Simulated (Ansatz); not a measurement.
# HfMoC2 (P4/mmm) in Ansatz: a series of runs

Aim: see how the results for HfMoC2 move with the level of theory and the settings. Levels: PBE0, r2SCAN0. Tasks: single point.

Everything below comes from runs of Ansatz 0.2.0. Logs are shortened: lines on timing, memory, paths and dates and some standing lists are left out, and cuts for length are marked.

## Step 1: Starting point

Symmetry: P4/mmm, No. 123, tetragonal system. The conventional cell has a = 3.191 Å, b = 3.191 Å, c = 4.485 Å, α = 90.00°, β = 90.00°, γ = 90.00°. Around Hf (site symmetry 4/mmm) lie 6 C at 2.24 to 2.26 Å. Around Mo (site symmetry 4/mmm) lie 6 C at 2.24 to 2.26 Å. Around C (site symmetry 4/mmm) lie 2 Mo at 2.24 Å and 4 Hf at 2.26 Å. Around C (site symmetry 4/mmm) lie 2 Hf at 2.24 Å and 4 Mo at 2.26 Å.

The cell comes from a database or a generator and needn't be the stable form of this composition.

## Step 2: Single point, PBE0

Input file input.yaml:

```yaml
crystal:
  lattice:
    - [3.191423, 0.0, 0.0]
    - [0.0, 3.191423, 0.0]
    - [0.0, 0.0, 4.485164]
  atoms:
    - { symbol: Hf, position: [0.0, 0.0, 0.0] }
    - { symbol: Mo, position: [0.5, 0.5, 0.5] }
    - { symbol: C, position: [0.5, 0.5, 0.0] }
    - { symbol: C, position: [0.0, 0.0, 0.5] }
hamiltonian:
  xc: pbe0
  pseudopotentials: { kind: paw }
kpoints:
  mp_grid: { grid: [5, 5, 4] }
scf:
  occupations: { method: fermi_dirac, width: 0.05 }
output:
  forces: true
  stress: true
  eigenvalues: true
  write_density: true
  write_potential: true
  elf: true
  volumetric_format: npy
```

Potentials or basis: Ansatz PAW.

Command:

```sh
ansatz run input.yaml --threads 2 --pin off --max-ram 5632MiB --backend cpu --events-out ev --progress --plain --runs-dir out
```

The log of the run:

```text
Warning: output.stress: scf.convergence.dr2_threshold = 1e-7 eV (the SCF's general default) is looser than the 4e-10 eV advised for a printed stress (1e-10 eV for each atom of the cell: 4). What an SCF threshold leaves in a stress goes as its square root, and in the free energy as the threshold itself, and one threshold admits the most on a small cell: of the crystals measured, under no hybrid functional and no lock of the moments, on runs that ended without the residual-converged pass, on stresses that held no estimate of that error, the worst erred by over 100 MPa in a component at 1e-7 eV an atom and by under 5 at 1e-10. Set scf.convergence.dr2_threshold to 4e-10 eV or tighter. The threshold is an SCF's pass mark: one that does not reach it within its budget of iterations ends unconverged, or closes short of it on a stop that the run arms, and scf.convergence.dr2_threshold's page says what that costs each kind of run
Warning: output.stress: scf.exx.energy_threshold = 1e-6 eV is looser than the 4e-8 eV advised for a stress under a hybrid functional (1e-8 eV for each atom of the cell: 4). Every SCF of the exchange loop can meet its threshold on dr2 while the loop round them stops early: no threshold on dr2 bounds what that leaves in the stress. Set scf.exx.energy_threshold to 4e-8 eV or tighter. The threshold is the loop's pass mark: a loop that does not reach it within its budget of cycles ends unconverged, and scf.exx.energy_threshold's page has the law
Warning: RAYON_NUM_THREADS=2 ignored (pool sized by the plan → 2); use --threads N
Engine: ansatz 0.2.0, x86_64-unknown-linux-gnu
Pseudopotentials: kind: paw
Pseudopotential: Hf, paw, valence charge 26, recommended cutoff 420 eV (normal), Hf.paw.azcp
Pseudopotential: Mo, paw, valence charge 14, recommended cutoff 420 eV (normal), Mo.paw.azcp
Pseudopotential: C, paw, valence charge 4, recommended cutoff 420 eV (normal), C.paw.azcp
Functional definition: PBE0
  parameter a = 0.25
  parameter kappa = 0.804
  parameter beta = 0.06672455060314922
  exchange = (1 - a)*pbe_x(kappa = kappa, mu = beta*pi^2/3) + a*exact_x
  correlation = pbe_c(beta = beta)
Crystal: 4 atoms, lattice volume = 45.682 Å³
Basis set: ecut = 420 eV, 903 PW (Γ), exchange–correlation on 48×48×60 points (8 copies of the dense FFT grid, shifted against one another)
Bands: 29, of which v1, the nominal top of the filled ones, is band 24 counted from 1 (23 counted from 0)
Symmetry: 16 space group operations
Space group: P4/mmm (ITA 123), of the structure as read, at distance tolerance 3.6e-5 Å
k-points: 18 of 100
Non-local potential: Hf, projectors of the file, l = 0: 3, l = 1: 2, l = 2: 2, l = 3: 3
Non-local potential: Mo, projectors of the file, l = 0: 3, l = 1: 2, l = 2: 2, l = 3: 1
Non-local potential: C, projectors of the file, l = 0: 2, l = 1: 2, l = 2: 1
PAW form: soft (Blöchl's): semilocal exchange-correlation on the pseudo side does not see the compensation charge
PAW frozen core: Hf, regenerated for the run's functional, and the local potential with it (the file was generated under x = pbe(κ = 0.804, μ = 0.2195149727645171), c = pbe(β = 0.06672455060314922))
PAW frozen core: Mo, regenerated for the run's functional, and the local potential with it (the file was generated under x = pbe(κ = 0.804, μ = 0.2195149727645171), c = pbe(β = 0.06672455060314922))
PAW frozen core: C, regenerated for the run's functional, and the local potential with it (the file was generated under x = pbe(κ = 0.804, μ = 0.2195149727645171), c = pbe(β = 0.06672455060314922))
PAW one-centre angular grid: Hf, 590 points (default); XC on 64 Gauss nodes
PAW one-centre angular grid: Mo, 590 points (default); XC on 64 Gauss nodes
PAW one-centre angular grid: C, 110 points (default); XC on 64 Gauss nodes
Initial density: superposition of atomic densities (neutral atoms: chi_scale 0, normalization atom), corrected by the library's trained network
Initial wavefunctions: pseudopotential atomic-orbital guess
Functional: x = pbe(κ = 0.804, μ = 0.2195149727645171), c = pbe(β = 0.06672455060314922), warm-up for x = 0.75 pbe(κ = 0.804, μ = 0.2195149727645171) + 0.25 exact, c = pbe(β = 0.06672455060314922)
SCF iter   1: F=—  HF=-21180.706083 eV  |F-HF|=—  |Δ(HF+E_count)|=         —  Δρ=1.18e-2  dr2=1.27e-1  ethr=1.77e-3  ⟨swp⟩=5.3  Hψ=2041  notcnv=0
preconditioner: auto → Kerker (q_TF=auto, 2.751 Å⁻¹)  [metal: Δε(μ)=0.050 eV  Ē_g=17.345 eV  σ=0.050 eV  W_gap=0.24  n_scr=14 (ndim 8)  ℏωp=36.4 eV  f_vac=0.000  D(μ)=1.24/eV (n_scr^D=6)]
SCF iter   2: F=—  HF=-21180.691358 eV  |F-HF|=—  |Δ(HF+E_count)|=   1.47e-2  Δρ=6.25e-3  dr2=4.19e-2  ethr=2.64e-4  ⟨swp⟩=2.1  Hψ=1041  notcnv=0
preconditioner: auto → none  [insulator: Δε(μ)=0.371 eV  Ē_g=17.318 eV  σ=0.050 eV  W_gap=0.56  n_scr=14 (ndim 8)  ℏωp=36.4 eV  f_vac=0.000  D(μ)=1.37/eV (n_scr^D=6)]
iter 3 solved again at ethr=2.22e-6 eV; its pass at ethr=8.73e-5 eV (dr2=1.07e-3 eV) is discarded
SCF iter   3: F=—  HF=-21180.685284 eV  |F-HF|=—  |Δ(HF+E_count)|=   6.07e-3  Δρ=1.41e-3  dr2=1.10e-3  ethr=2.22e-6  ⟨swp⟩=3.3  Hψ=2291  notcnv=0
SCF iter   4: F=—  HF=-21180.684619 eV  |F-HF|=—  |Δ(HF+E_count)|=   6.65e-4  Δρ=5.36e-4  dr2=1.21e-4  ethr=2.22e-6  ⟨swp⟩=4.0  Hψ=1372  notcnv=0
SCF iter   5: F=—  HF=-21180.684587 eV  |F-HF|=—  |Δ(HF+E_count)|=   3.29e-5  Δρ=9.55e-5  dr2=2.72e-6  ethr=2.52e-7  ⟨swp⟩=3.4  Hψ=1331  notcnv=0
SCF iter   6: F=—  HF=-21180.684587 eV  |F-HF|=—  |Δ(HF+E_count)|=   3.91e-8  Δρ=2.85e-5  dr2=2.95e-7  ethr=5.67e-9  ⟨swp⟩=3.6  Hψ=1329  notcnv=0
SCF iter   7: F=—  HF=-21180.684587 eV  |F-HF|=—  |Δ(HF+E_count)|=   5.88e-8  Δρ=4.18e-6  dr2=6.68e-9  ethr=6.15e-10  ⟨swp⟩=3.6  Hψ=1316  notcnv=0
SCF iter   8: F=-21180.684587 eV  HF=-21180.684587 eV  |F-HF|=6.48e-10  |Δ(HF+E_count)|=   1.75e-9  Δρ=9.89e-7  dr2=7.67e-10  ethr=1.39e-11  ⟨swp⟩=3.7  Hψ=1198  notcnv=0
SCF 1 converged in 8 iterations: F = -21180.684587 eV  dr2 = 7.67e-10
Initial density: handed on by an earlier stage of this run
Initial wavefunctions: those handed on with the density
Functional: x = 0.75 pbe(κ = 0.804, μ = 0.2195149727645171) + 0.25 exact, c = pbe(β = 0.06672455060314922)
Frozen-core exchange: fock
[... 25 lines left out ...]
SCF 3 converged in 7 iterations: F = -21180.175236 eV  dr2 = 8.40e-9
  Residual-converged pass: ⟨swp⟩=2.9  Hψ=992  notcnv=0  max |occ|·‖R‖ = 2.4e-6 eV (tolerance 2.4e-6 eV)  dr2=8.19e-9  dr2_onsite=9.30e-10  max |Δocc| = 7.1e-12
hybrid outer 2: dexx = +3.263e-3 eV, tail = 1.01e-2 eV, Δε = 2.85e-1 eV (about 3.74e-1 eV left of the loop's levels)
Frozen-core exchange: fock
SCF iter   1: F=—  HF=-21180.181329 eV  |F-HF|=—  |Δ(HF+E_count)|=         —  Δρ=1.01e-3  dr2=1.00e-3  ethr=1.06e-4  ⟨swp⟩=2.3  Hψ=1052  notcnv=0
preconditioner: auto → none  [insulator: Δε(μ)=0.286 eV  Ē_g=17.194 eV  σ=0.050 eV  W_gap=0.74  n_scr=14 (ndim 8)  ℏωp=33.9 eV  f_vac=0.000  D(μ)=0.62/eV (n_scr^D=2)]
SCF iter   2: F=-21180.181122 eV  HF=-21180.181138 eV  |F-HF|=1.51e-5  |Δ(HF+E_count)|=   1.92e-4  Δρ=1.78e-4  dr2=2.50e-4  ethr=1.49e-6  ⟨swp⟩=3.2  Hψ=1110  notcnv=0
SCF 4 stopped early in 2 iterations: F = -21180.181122 eV  dr2 = 2.50e-4
hybrid outer 3: dexx = +1.512e-3 eV, tail = 3.81e-3 eV, Δε = 1.92e-1 eV (about 7.97e-2 eV left of the loop's levels)
Frozen-core exchange: fock
SCF iter   1: F=—  HF=-21180.182528 eV  |F-HF|=—  |Δ(HF+E_count)|=         —  Δρ=2.37e-4  dr2=3.48e-5  ethr=5.29e-6  ⟨swp⟩=3.4  Hψ=1091  notcnv=0
preconditioner: auto → none  [insulator: Δε(μ)=0.463 eV  Ē_g=17.192 eV  σ=0.050 eV  W_gap=0.75  n_scr=14 (ndim 8)  ℏωp=33.9 eV  f_vac=0.000  D(μ)=0.61/eV (n_scr^D=2)]
SCF iter   2: F=—  HF=-21180.182523 eV  |F-HF|=—  |Δ(HF+E_count)|=   5.08e-6  Δρ=7.20e-5  dr2=1.70e-5  ethr=3.82e-8  ⟨swp⟩=3.4  Hψ=1114  notcnv=0
SCF iter   3: F=—  HF=-21180.182522 eV  |F-HF|=—  |Δ(HF+E_count)|=   2.25e-7  Δρ=2.10e-5  dr2=1.60e-5  ethr=2.22e-9  ⟨swp⟩=3.2  Hψ=1213  notcnv=0
SCF iter   4: F=—  HF=-21180.182806 eV  |F-HF|=—  |Δ(HF+E_count)|=   2.83e-4  Δρ=6.10e-5  dr2=3.08e-6  ethr=3.57e-10  ⟨swp⟩=5.3  Hψ=1932  notcnv=0
SCF iter   5: F=—  HF=-21180.182805 eV  |F-HF|=—  |Δ(HF+E_count)|=   6.67e-7  Δρ=1.33e-5  dr2=8.01e-7  ethr=3.57e-10  ⟨swp⟩=4.8  Hψ=1435  notcnv=0
SCF iter   6: F=—  HF=-21180.182805 eV  |F-HF|=—  |Δ(HF+E_count)|=   2.23e-8  Δρ=5.45e-6  dr2=7.42e-7  ethr=1.77e-10  ⟨swp⟩=3.4  Hψ=1144  notcnv=0
SCF iter   7: F=—  HF=-21180.182808 eV  |F-HF|=—  |Δ(HF+E_count)|=   3.13e-6  Δρ=2.19e-5  dr2=2.67e-7  ethr=2.48e-11  ⟨swp⟩=5.5  Hψ=1864  notcnv=0
SCF iter   8: F=—  HF=-21180.182808 eV  |F-HF|=—  |Δ(HF+E_count)|=   5.28e-8  Δρ=4.66e-6  dr2=1.20e-7  ethr=2.48e-11  ⟨swp⟩=4.5  Hψ=1338  notcnv=0
Mixer restart at iter 8: flushing history
SCF iter   9: F=—  HF=-21180.182808 eV  |F-HF|=—  |Δ(HF+E_count)|=   4.07e-7  Δρ=9.01e-6  dr2=3.94e-8  ethr=1.24e-11  ⟨swp⟩=5.1  Hψ=1474  notcnv=0  defer=1
SCF iter  10: F=—  HF=-21180.182808 eV  |F-HF|=—  |Δ(HF+E_count)|=   6.16e-8  Δρ=5.18e-6  dr2=1.35e-8  ethr=1.24e-11  ⟨swp⟩=4.7  Hψ=1396  notcnv=0  defer=4
SCF iter  11: F=—  HF=-21180.182809 eV  |F-HF|=—  |Δ(HF+E_count)|=   1.56e-8  Δρ=5.40e-6  dr2=2.83e-8  ethr=1.24e-11  ⟨swp⟩=4.6  Hψ=1491  notcnv=0  defer=2
SCF iter  12: F=-21180.182809 eV  HF=-21180.182809 eV  |F-HF|=4.44e-10  |Δ(HF+E_count)|=   6.55e-9  Δρ=1.05e-6  dr2=5.48e-10  ethr=1.24e-11  ⟨swp⟩=3.9  Hψ=1243  notcnv=0  defer=2
SCF 5 converged in 12 iterations: F = -21180.182809 eV  dr2 = 5.48e-10
  Residual-converged pass: ⟨swp⟩=3.0  Hψ=1005  notcnv=0  max |occ|·‖R‖ = 2.4e-6 eV (tolerance 2.4e-6 eV)  dr2=5.39e-10  dr2_onsite=3.01e-11  max |Δocc| = 1.2e-13
hybrid outer 4: dexx = +4.375e-5 eV, tail = 1.22e-5 eV, Δε = 1.84e-1 eV (about 6.33e-2 eV left of the loop's levels)
Frozen-core exchange: fock
SCF iter   1: F=—  HF=-21180.182808 eV  |F-HF|=—  |Δ(HF+E_count)|=         —  Δρ=2.58e-6  dr2=4.71e-9  ethr=2.32e-9  ⟨swp⟩=4.5  Hψ=1147  notcnv=0
preconditioner: auto → none  [insulator: Δε(μ)=0.471 eV  Ē_g=17.193 eV  σ=0.050 eV  W_gap=0.75  n_scr=14 (ndim 8)  ℏωp=33.9 eV  f_vac=0.000  D(μ)=0.61/eV (n_scr^D=2)]
SCF iter   2: F=-21180.182808 eV  HF=-21180.182808 eV  |F-HF|=2.28e-9  |Δ(HF+E_count)|=   4.07e-9  Δρ=2.17e-6  dr2=2.90e-9  ethr=8.76e-12  ⟨swp⟩=4.7  Hψ=1487  notcnv=0
SCF 6 converged in 2 iterations: F = -21180.182808 eV  dr2 = 2.90e-9
  Residual-converged pass: ⟨swp⟩=2.0  Hψ=931  notcnv=0  max |occ|·‖R‖ = 2.3e-6 eV (tolerance 2.4e-6 eV)  dr2=2.90e-9  dr2_onsite=1.70e-10  max |Δocc| = 3.5e-14
hybrid outer 5: dexx = +4.723e-9 eV, tail = 6.28e-9 eV, Δε = 1.80e-4 eV (about 8.36e-5 eV left of the loop's levels), ΔF = 3.47e-29 eV/Å (tail inf)
hybrid SCF converged: 5 outer / 32 inner (+8 warm-up), last move |dexx| = 4.72e-9 eV, tail = 6.28e-9 eV
Stability not checked: this state was not tested for a lower state beside it, because the functional holds exact exchange (a hybrid, or Hartree-Fock), whose exchange loop this test does not read (fock_operator; see scf.lower_state_search)
Free energy (F): -21180.182808 eV
Frozen-core exchange: fock
Harris-Foulkes:  -21180.182808 eV  (|F-HF|=2.28e-9)
Internal energy: -21180.178096 eV  (E = F + TS)
E sigma→0 (E₀):  -21180.180452 eV
Entropy (-TS):   -0.004713 eV (-1.178 meV/atom)
Fermi energy:    20.796769 eV
--- Per-component energies (eV) ---
  E_band       = -46.919416
  E_kinetic    = 1035.515504
  E_local      = -6123.846214  (includes V_loc(G=0)·N_el)
  E_nonlocal   = -1066.443869
  E_hartree    = 2782.013445
  E_xc         = -446.970159
  E_vxc        = -474.646996  (∫ρ·V_xc dr)
  E_exx        = -194.034155  (= α·E_x^exact, valence–valence)
  E_paw        = -10250.916773  (= ΣΔE_a)
  E_vpaw       = 1406.544193  (= ΣTr[D̂ρ^β])
  E_aug_tail   = 0.000067  (compensation charges beyond the density's cutoff)
  E_ewald      = -6916.142035
  E_core_change = 0.646092  (= ΣΔE_core)
  E_smearing   = -0.004713  (= −TS)
  E_closure    = 0.000000  (closes the sum)
  Σ components = -21180.182808   (vs F -21180.182808, Δ=0.00e0)
--- Forces (eV/Å), atoms counted from 1 ---
  atom   1  Hf     0.00000000     0.00000000     0.00000000
  atom   2  Mo     0.00000000    -0.00000000     0.00000000
  atom   3  C      0.00000000    -0.00000000     0.00000000
  atom   4  C      0.00000000     0.00000000     0.00000000
  max |Σ_I F_I| component: 4.18e-29 eV/Å
--- Stress (GPa, compression-positive) ---
       -9.636328       0.000000       0.000000
        0.000000      -9.636328       0.000000
        0.000000       0.000000      -1.684919
  P = ⅓ Tr σ = -6.9859 GPa (-69.859 kbar)
--- Band table (eV; the first three rows and the last of 18) ---
  k-point 0: bands = ["-46.3248", "-44.8557", "-18.9152", "-18.8681", "-18.8681", "-12.4287", "-12.0681", "-12.0681", "4.6666", "5.2302", "5.2434", "5.2434", "5.2469", "5.2766", "5.2819", "5.2819", "6.6117", "15.5732", "15.5813", "18.5433", "18.5433", "18.6093", "18.6093", "19.7512", "20.1101", "20.3454", "20.3819", "20.3819", "21.5226"]
  k-point 1: bands = ["-46.3241", "-44.8566", "-18.9083", "-18.8690", "-18.8690", "-12.4571", "-12.0699", "-12.0699", "5.0918", "5.2443", "5.2443", "5.2459", "5.2762", "5.2821", "5.2821", "5.3616", "6.7794", "14.5265", "15.8057", "16.7250", "17.8803", "17.8803", "18.2668", "18.2668", "19.5827", "19.8222", "22.2034", "22.2034", "24.6178"]
  k-point 2: bands = ["-46.3238", "-44.8576", "-18.9035", "-18.8685", "-18.8685", "-12.4867", "-12.0714", "-12.0714", "5.1496", "5.2449", "5.2451", "5.2451", "5.2758", "5.2825", "5.2825", "6.4031", "6.4784", "14.0428", "14.4289", "16.1003", "17.5302", "17.5302", "17.9879", "17.9879", "19.0267", "19.8945", "23.4702", "23.4702", "25.4118"]
  k-point 17: bands = ["-46.2856", "-44.8132", "-19.1039", "-19.1021", "-18.8563", "-12.5040", "-12.5019", "-12.3674", "5.2006", "5.2409", "5.2438", "5.2459", "5.2725", "5.2783", "5.2847", "7.5174", "7.9872", "13.7949", "13.8222", "14.9342", "15.0110", "15.1661", "15.9941", "21.8405", "22.0059", "22.6840", "24.2140", "24.8080", "25.1610"]
```

Run time: 56 s. Hardware: 2 threads of AMD EPYC 7R43 (Zen 3), shared host; peak memory 1.4 GiB.

What came out:

* Free energy: -21180.1828 eV
* Pressure: -7.0 GPa
* Band gap on the k mesh: none (metal or under the smearing width)

Caveat: the k mesh is coarse (spacing up to 0.39 Å⁻¹), so the values aren't converged, least of all with exact exchange; the PAW data sets come from PBE, with cores solved anew for the run's functional, which leaves a small shift of forces and pressure; the thresholds are loose for stress.

(Part 1 of 2 ends here.)
